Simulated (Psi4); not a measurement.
# One shape, several levels: triplet SiH2O2F2

Aim: a comparison of 4 runs (U-wB97M-V/def2-SVP, U-wB97X/def2-SVP, UB2PLYP/def2-SVP, UM06-2X/def2-SVP) of triplet SiH2O2F2. 

The results are computed with Psi4 1.11.

## (1) The system as given

The species is SiH2O2F2 (7 atoms), meant as a triplet with charge 0. As SMILES of the parent species, `O[Si](O)(F)F`. The coordinates come from a PBE0-D4/def2-TZVP relaxation. This is one conformer, not always the lowest. That shape belongs to the parent species and isn't relaxed for this state.

Bond lengths: O1–Si2 1.609 Å, Si2–O3 1.609 Å, Si2–F4 1.583 Å, Si2–F5 1.583 Å, O1–H6 0.957 Å, O3–H7 0.957 Å. Angles: O1–Si2–O3 107.3°, O1–Si2–F4 112.2°, O1–Si2–F5 110.1°, O3–Si2–F4 110.1°, O3–Si2–F5 112.2°, F4–Si2–F5 104.9°, Si2–O1–H6 118.9°, Si2–O3–H7 118.9°.

## (2) A single-point energy at U-wB97M-V/def2-SVP (run 1)

Input file f2h2o2si.xyz:

```xyz
7
F2H2O2Si
O     -1.123000     0.443800     0.890500
Si    -0.011100    -0.018100    -0.177300
O      1.321200    -0.386600     0.646700
F     -0.483500    -1.262700    -1.033600
F      0.238000     1.131800    -1.236100
H     -1.829300     1.022300     0.602200
H      1.948900    -0.998500     0.262000
```

Input file job.py:

```python
import psi4

psi4.set_memory('2200 MB')
psi4.set_num_threads(1)
psi4.set_output_file('f2h2o2si.out', False)

with open('f2h2o2si.xyz') as f:
    atoms = ''.join(f.readlines()[2:])
m = psi4.geometry('0 3\n' + atoms + 'symmetry c1\nno_reorient\nno_com')

options = {'basis': 'def2-SVP', 'reference': 'uks', 'puream': True, 'e_convergence': 1e-09, 'd_convergence': 1e-08, 'scf_type': 'pk', 'dft_radial_points': 99, 'dft_spherical_points': 590, 'maxiter': 100}
psi4.set_options(options)

e_tot = psi4.energy("wb97m-v")
print(f'total energy {e_tot:.8f} hartree = {e_tot * 27.211386:.5f} eV')
```

Command:

```console
python job.py
```

f2h2o2si.out:

```text
[...]
  Running in c1 symmetry.
[...]
  Nuclear repulsion =  270.470000707396764
[...]
  Multiplicity = 3
[...]
  Nalpha       = 26
  Nbeta        = 24
[...]
    Number of basis functions: 84
[...]
   @UKS iter   1:  -640.07914582068656   -2.98268e-01   7.35509e-03 DIIS/ADIIS
[...]
   @UKS iter  23:  -640.23160315051689    1.25056e-12   4.13388e-09 DIIS
[...]
   @S^2 Observed:                2.010248648E+00
[...]
    Orbital Energies [Eh]
    ---------------------
    Alpha Occupied:
       1A    -66.527840     2A    -24.921448     3A    -24.921394
       4A    -19.464897     5A    -19.464844     6A     -5.565288
       7A     -3.883823     8A     -3.883598     9A     -3.882787
      10A     -1.336671    11A     -1.311453    12A     -1.242675
      13A     -1.228193    14A     -0.790091    15A     -0.712586
      16A     -0.674881    17A     -0.639618    18A     -0.614055
      19A     -0.597748    20A     -0.586443    21A     -0.577401
      22A     -0.565819    23A     -0.543706    24A     -0.542783
      25A     -0.532182    26A     -0.117892
    Alpha Virtual:
[...]
  @UKS Final Energy:  -640.23160315051689
   => Energetics <=
    Nuclear Repulsion Energy =            270.4700007073967640
    One-Electron Energy =               -1424.3714918206776474
    Two-Electron Energy =                 557.9379763588433434
    DFT Exchange-Correlation Energy =     -44.4730388688800247
    Empirical Dispersion Energy =           0.0000000000000000
    VV10 Nonlocal Energy =                  0.2049504728006486
    Total Energy =                       -640.2316031505168894
[...]
 Multipole Moments:
 ------------------------------------------------------------------------------------
     Multipole            Electronic (a.u.)      Nuclear  (a.u.)        Total (a.u.)
 ------------------------------------------------------------------------------------
 L = 1.  Multiply by 2.5417464519 to convert [e a0] to [Debye]
 Dipole X            :          1.2835227           -1.2466523            0.0368704
 Dipole Y            :          1.8113645           -1.7954288            0.0159357
 Dipole Z            :         18.7397948          -18.4204834            0.3193115
 Magnitude           :                                                    0.3218279
[...]
```

Standard output:

```text
total energy -640.23160315 hartree = -17421.58928 eV
```

It took 6 min on 1 thread of Intel Xeon Platinum 8259CL at 2.50GHz (Skylake/Cascade Lake), shared host; peak memory 1.3 GiB.

## (3) Energy and forces at U-wB97X/def2-SVP (run 2)

Input file f2h2o2si.py:

```python
import psi4

psi4.set_memory(2200000000)
psi4.set_num_threads(1)
psi4.set_output_file('f2h2o2si.out', False)

mol = psi4.geometry("""
0 3
O
Si 1 1.609307
O 2 1.609283 1 107.33654
F 2 1.582858 3 110.12256 1 -122.45164
F 2 1.582839 4 104.8519 3 120.94929
H 1 0.957413 2 118.90297 5 32.84496
H 3 0.9573 2 118.91056 5 -83.57528
symmetry c1
no_reorient
no_com
""")

psi4.set_options({
    'basis': 'def2-SVP',
    'reference': 'uks',
    'puream': True,
    'e_convergence': 1e-09,
    'd_convergence': 1e-08,
    'scf_type': 'pk',
    'dft_radial_points': 99,
    'dft_spherical_points': 590,
    'maxiter': 100,
})

e = psi4.gradient('WB97X', molecule=mol)
print('gradient / Eh bohr^-1')
print(e.np.round(6))
```

Command:

```console
python f2h2o2si.py
```

f2h2o2si.out:

```text
[...]
  Running in c1 symmetry.
[...]
  Nuclear repulsion =  270.470007934014006
[...]
  Multiplicity = 3
[...]
  Nalpha       = 26
  Nbeta        = 24
[...]
    Number of basis functions: 84
[...]
   @UKS iter   1:  -640.07615485671454   -2.86620e-01   7.71582e-03 ADIIS/DIIS
[...]
   @UKS iter  23:  -640.24001670321502   -1.25056e-12   7.20554e-09 DIIS
[...]
   @S^2 Observed:                2.010898138E+00
[...]
  @UKS Final Energy:  -640.24001670321502
   => Energetics <=
    Nuclear Repulsion Energy =            270.4700079340140064
    One-Electron Energy =               -1424.5754286834448976
    Two-Electron Energy =                 557.7710862495981701
    DFT Exchange-Correlation Energy =     -43.9056822033824474
    Empirical Dispersion Energy =           0.0000000000000000
    VV10 Nonlocal Energy =                  0.0000000000000000
    Total Energy =                       -640.2400167032150193
[...]
 Multipole Moments:
 ------------------------------------------------------------------------------------
     Multipole            Electronic (a.u.)      Nuclear  (a.u.)        Total (a.u.)
 ------------------------------------------------------------------------------------
 L = 1.  Multiply by 2.5417464519 to convert [e a0] to [Debye]
 Dipole X            :         -0.0000290            0.0000218           -0.0000072
 Dipole Y            :          2.1579954           -2.4029681           -0.2449727
 Dipole Z            :          1.5866858           -1.7672417           -0.1805560
 Magnitude           :                                                    0.3043224
[...]
  -Total Gradient:
     Atom            X                  Y                   Z
    ------   -----------------  -----------------  -----------------
       1       -0.010750159604     0.051535168824     0.043232737615
       2        0.000004435291    -0.043374116714    -0.031848081930
       3        0.010816133561     0.056642791114     0.036435065956
       4       -0.022248640727    -0.014181736503    -0.009406980239
       5        0.022258514758    -0.013229785880    -0.010741358763
       6        0.015671410986    -0.054305587109     0.034442420496
       7       -0.015751396019     0.016740710344    -0.062239550772
[...]
```

The script printed:

```text
gradient / Eh bohr^-1
[[-1.0750e-02  5.1535e-02  4.3233e-02]
 [ 4.0000e-06 -4.3374e-02 -3.1848e-02]
 [ 1.0816e-02  5.6643e-02  3.6435e-02]
 [-2.2249e-02 -1.4182e-02 -9.4070e-03]
 [ 2.2259e-02 -1.3230e-02 -1.0741e-02]
 [ 1.5671e-02 -5.4306e-02  3.4442e-02]
 [-1.5751e-02  1.6741e-02 -6.2240e-02]]
```

It took 53 s on 1 thread of Intel Xeon Platinum 8259CL at 2.50GHz (Skylake/Cascade Lake), shared host; peak memory 1.1 GiB.

## (4) The energy at UB2PLYP/def2-SVP (density fitting for correlation) (run 3)

Input file job.json:

```json
{
 "schema_name": "qcschema_input",
 "schema_version": 1,
 "molecule": {
  "schema_name": "qcschema_molecule",
  "schema_version": 2,
  "symbols": ["O", "Si", "O", "F", "F", "H", "H"],
  "geometry": [-2.12216244, 0.83866045, 1.68280111, -0.02097596, -0.03420404, -0.33504844, 2.49670616, -0.73056812, 1.22208588, -0.91368258, -2.38615718, -1.95322092, 0.44975482, 2.13879203, -2.33589046, -3.456876, 1.93186702, 1.13799307, 3.68288724, -1.88689154, 0.49510824],
  "molecular_charge": 0,
  "molecular_multiplicity": 3,
  "fix_symmetry": "c1",
  "fix_com": true,
  "fix_orientation": true
 },
 "driver": "energy",
 "model": {
  "method": "b2plyp",
  "basis": "def2-SVP"
 },
 "keywords": {
  "reference": "uks",
  "puream": true,
  "e_convergence": 1e-09,
  "d_convergence": 1e-08,
  "scf_type": "pk",
  "dft_radial_points": 99,
  "dft_spherical_points": 590,
  "num_frozen_docc": 9,
  "maxiter": 100
 }
}
```

Command:

```console
psi4 --qcschema job.json -n 1 --memory 2200MB
```

stdout:

```text
[...]
  Running in c1 symmetry.
[...]
  Nuclear repulsion =  270.470000842260276
[...]
  Multiplicity = 3
[...]
  Nalpha       = 26
  Nbeta        = 24
[...]
    Number of basis functions: 84
[...]
   @UKS iter   1:  -639.52533941993158   -2.73313e-01   7.27175e-03 DIIS/ADIIS
[...]
   @UKS iter  20:  -639.67345337951531   -1.02318e-12   4.87286e-09 DIIS
[...]
   @S^2 Observed:                2.021786171E+00
[...]
    Orbital Energies [Eh]
    ---------------------
    Alpha Occupied:
       1A    -67.375450     2A    -25.374694     3A    -25.374636
       4A    -19.869856     5A    -19.869788     6A     -5.775001
       7A     -4.033776     8A     -4.033406     9A     -4.032512
      10A     -1.376678    11A     -1.351102    12A     -1.282372
      13A     -1.267634    14A     -0.774378    15A     -0.697305
      16A     -0.662034    17A     -0.630133    18A     -0.599874
      19A     -0.592370    20A     -0.578354    21A     -0.571842
      22A     -0.553614    23A     -0.534450    24A     -0.532710
      25A     -0.522937    26A     -0.078414
    Alpha Virtual:
[...]
  @UKS Final Energy:  -639.67345337951531
   => Energetics <=
    Nuclear Repulsion Energy =            270.4700008422602764
    One-Electron Energy =               -1424.2191143309398740
    Two-Electron Energy =                 542.7050438790899989
    DFT Exchange-Correlation Energy =     -28.6293837699257310
    Empirical Dispersion Energy =           0.0000000000000000
    VV10 Nonlocal Energy =                  0.0000000000000000
    Total Energy =                       -639.6734533795153084
[...]
 Multipole Moments:
 ------------------------------------------------------------------------------------
     Multipole            Electronic (a.u.)      Nuclear  (a.u.)        Total (a.u.)
 ------------------------------------------------------------------------------------
 L = 1.  Multiply by 2.5417464519 to convert [e a0] to [Debye]
 Dipole X            :          1.2873225           -1.2466523            0.0406702
 Dipole Y            :          1.8126832           -1.7954288            0.0172544
 Dipole Z            :         18.7693710          -18.4204834            0.3488876
 Magnitude           :                                                    0.3516737
[...]
```

The result, in JSON:

```text
{
 "driver": "energy",
 "model": {
  "method": "b2plyp",
  "basis": "def2-SVP"
 },
 "success": true,
 "return_result": -639.9603958777897,
 "properties": {
  "calcinfo_nbasis": 84,
  "calcinfo_nmo": 84,
  "calcinfo_nalpha": 26,
  "calcinfo_nbeta": 24,
  "calcinfo_natom": 7,
  "nuclear_repulsion_energy": 270.4700008422603,
  "return_energy": -639.9603958777897,
  "scf_one_electron_energy": -1424.2191143309399,
  "scf_two_electron_energy": 542.70504387909,
  "scf_xc_energy": -28.62938376992573,
  "scf_dipole_moment": [0.04067023264517022, 0.01725439887422553, 0.34888762641747206],
  "scf_total_energy": -639.6734533795153,
  "scf_iterations": 20
 }
}
```

Wall time 35 s (1 thread of Intel Xeon Platinum 8259CL at 2.50GHz (Skylake/Cascade Lake), shared host); peak memory 1 GiB.

## (5) The energy at UM06-2X/def2-SVP (run 4)

Input file run.py:

```python
import psi4

psi4.set_memory('2200 MB')
psi4.set_num_threads(1)
psi4.core.set_output_file('run.log', False)

m = psi4.geometry("""
0 3
O     -1.123000     0.443800     0.890500
Si    -0.011100    -0.018100    -0.177300
O      1.321200    -0.386600     0.646700
F     -0.483500    -1.262700    -1.033600
F      0.238000     1.131800    -1.236100
H     -1.829300     1.022300     0.602200
H      1.948900    -0.998500     0.262000
symmetry c1
""")

psi4.set_options({
    'reference': 'uks',
    'puream': True,
    'e_convergence': 1e-09,
    'd_convergence': 1e-08,
    'scf_type': 'pk',
    'dft_radial_points': 99,
    'dft_spherical_points': 590,
    'maxiter': 100,
})

result, w = psi4.energy('m06-2x/def2-SVP', return_wfn=True)
psi4.oeprop(w, 'LOWDIN_CHARGES', 'MAYER_INDICES', 'WIBERG_LOWDIN_INDICES')
print(f'total energy {result:.8f} hartree = {result * 27.211386:.5f} eV')
for k, v in sorted(psi4.core.scalar_variables().items()):
    print(f'{k:45s} {v:18.10f}')
```

Command:

```console
python run.py
```

run.log:

```text
[...]
  Running in c1 symmetry.
[...]
  Nuclear repulsion =  270.470000707396764
[...]
  Multiplicity = 3
[...]
  Nalpha       = 26
  Nbeta        = 24
[...]
    Number of basis functions: 84
[...]
   @UKS iter   1:  -640.06461118791697   -2.26548e-01   6.90903e-03 DIIS/ADIIS
[...]
   @UKS iter  20:  -640.19985528028781    2.95586e-12   9.24702e-09 DIIS
[...]
   @S^2 Observed:                2.011591483E+00
[...]
    Orbital Energies [Eh]
    ---------------------
    Alpha Occupied:
       1A    -67.160373     2A    -25.267624     3A    -25.267571
       4A    -19.764252     5A    -19.764194     6A     -5.687804
       7A     -4.001883     8A     -4.001268     9A     -4.000431
      10A     -1.350455    11A     -1.324993    12A     -1.248750
      13A     -1.233250    14A     -0.768676    15A     -0.690363
      16A     -0.660580    17A     -0.626528    18A     -0.597254
      19A     -0.583894    20A     -0.573426    21A     -0.563229
      22A     -0.551131    23A     -0.531280    24A     -0.530555
      25A     -0.522135    26A     -0.092785
    Alpha Virtual:
[...]
  @UKS Final Energy:  -640.19985528028781
   => Energetics <=
    Nuclear Repulsion Energy =            270.4700007073967640
    One-Electron Energy =               -1424.2117462812857411
    Two-Electron Energy =                 542.1074416736636294
    DFT Exchange-Correlation Energy =     -28.5655513800624803
    Empirical Dispersion Energy =           0.0000000000000000
    VV10 Nonlocal Energy =                  0.0000000000000000
    Total Energy =                       -640.1998552802878066
[...]
 Multipole Moments:
 ------------------------------------------------------------------------------------
     Multipole            Electronic (a.u.)      Nuclear  (a.u.)        Total (a.u.)
 ------------------------------------------------------------------------------------
 L = 1.  Multiply by 2.5417464519 to convert [e a0] to [Debye]
 Dipole X            :         -0.3093448            0.3447560            0.0354112
 Dipole Y            :         -0.1307144            0.1460807            0.0153662
 Dipole Z            :         -2.6520866            2.9592576            0.3071710
 Magnitude           :                                                    0.3095870
[...]
```

On the terminal:

```text
total energy -640.19985528 hartree = -17420.72538 eV
CURRENT ENERGY                                   -640.1998552803
CURRENT REFERENCE ENERGY                         -640.1998552803
DD SOLVATION ENERGY                                 0.0000000000
DFT FUNCTIONAL TOTAL ENERGY                      -640.1998552803
DFT TOTAL ENERGY                                 -640.1998552803
DFT VV10 ENERGY                                     0.0000000000
DFT XC ENERGY                                     -28.5655513801
GRID ELECTRONS ALPHA                               26.0000003157
GRID ELECTRONS BETA                                24.0000006263
GRID ELECTRONS TOTAL                               50.0000009420
NUCLEAR REPULSION ENERGY                          270.4700007074
ONE-ELECTRON ENERGY                             -1424.2117462813
PCM POLARIZATION ENERGY                             0.0000000000
PE ENERGY                                           0.0000000000
SCF ITERATION ENERGY                             -640.1998552803
SCF ITERATIONS                                     20.0000000000
SCF TOTAL ENERGY                                 -640.1998552803
TWO-ELECTRON ENERGY                               542.1074416737
XC GRID RADIAL POINTS                              99.0000000000
XC GRID SPHERICAL POINTS                          590.0000000000
XC GRID TOTAL POINTS                           390792.0000000000
```

Run time: 83 s. Hardware: 1 thread of Intel Xeon Platinum 8259CL at 2.50GHz (Skylake/Cascade Lake), shared host; peak memory 1.2 GiB.

## (6) All runs side by side

| run | level | task | frozen core orbitals | energy (Eh) | dipole moment (D) | HOMO energy (eV) | ⟨S²⟩ | wall time |
| --- | --- | --- | --- | --- | --- | --- | --- | --- |
| 1 | U-wB97M-V/def2-SVP | energy | 0 | -640.231603 | 0.82 | -3.21 | 2.010 | 6 min |
| 2 | U-wB97X/def2-SVP | gradient | 0 | -640.240017 | 0.77 | -3.09 | 2.011 | 53 s |
| 3 | UB2PLYP/def2-SVP (density fitting for correlation) | energy | 9 | -639.960396 | – | -2.13 | 2.022 | 35 s |
| 4 | UM06-2X/def2-SVP | energy | 0 | -640.199855 | 0.79 | -2.52 | 2.012 | 83 s |

## (7) Outcome

```
                                 quantity          value
                      run 4: total energy  -640.19986 Eh
                     run 4: dipole moment         0.79 D
run 4: HOMO energy (highest over α and β)       -2.52 eV
                              run 4: ⟨S²⟩          2.012
```

In words: Over runs 1, 2, 4 the dipole moment (its size) runs from 0.77 D (U-wB97X/def2-SVP) to 0.82 D (U-wB97M-V/def2-SVP). Totals of different functionals can't be ranked against each other. All runs together took 8.9 min, the longest 6 min.
